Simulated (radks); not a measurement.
# Fractional charge and spin in the 5p shell of promethium

The task here is to estimate one member of a computed series from the others.

Program: radks (a radial shooting solver on a logarithmic mesh, Libxc functionals) version 1. Level of theory: scalar-relativistic Kohn-Sham, r2SCAN, spin-polarised, spherical densities, finite nucleus. These are calculated values, not measurements, unless marked.

### Starting point

```
element            : promethium (Z = 61)
configuration      : [Kr] 4d10 4f(up 2.5, down 2.5) 5s2 6s2 5p(up 3, down 3)
nuclear rms radius : 4.962 fm
```

A shell typed twice in an input gives spin up, then spin down.

The first run:

Settings of this run:

```text
Z 61
configuration [Kr] 4d10 4f2.5 4f2.5 5s2 6s2 5p3 5p3
relativity scalar-relativistic
functional r2scan,r2scan
spin polarised
nucleus finite rms 4.962 fm
c 137.035999084
```

Among the steps run: 5p: up 3, down 3.

One table of the session follows, with a row left open; its other results are not shown here.

It belongs to the step «5p: up 3, down 3». From the orbitals of this run (lengths in bohr):

```
level     <r>  outermost maximum (interpolated)  90 % within  nodes
   3d  0.2362                             0.192        0.368      0
   4s  0.5932                             0.552        0.851      3
   4p  0.6278                             0.576        0.912      2
   4d  0.6886                             0.603         1.03      1
   5s   1.446                              1.29         2.08      4
   5p   1.690                              1.46         2.48      3
   6s       ?                                 ?            ?      ?
   4f   1.067                             0.636         1.89      0
```

**Question.** Estimate the row for 6s.

As computed: <r>: 4.452; outermost maximum (interpolated): 3.80; 90 % within: 6.54; nodes: 5. In the column «<r>» it is the highest.
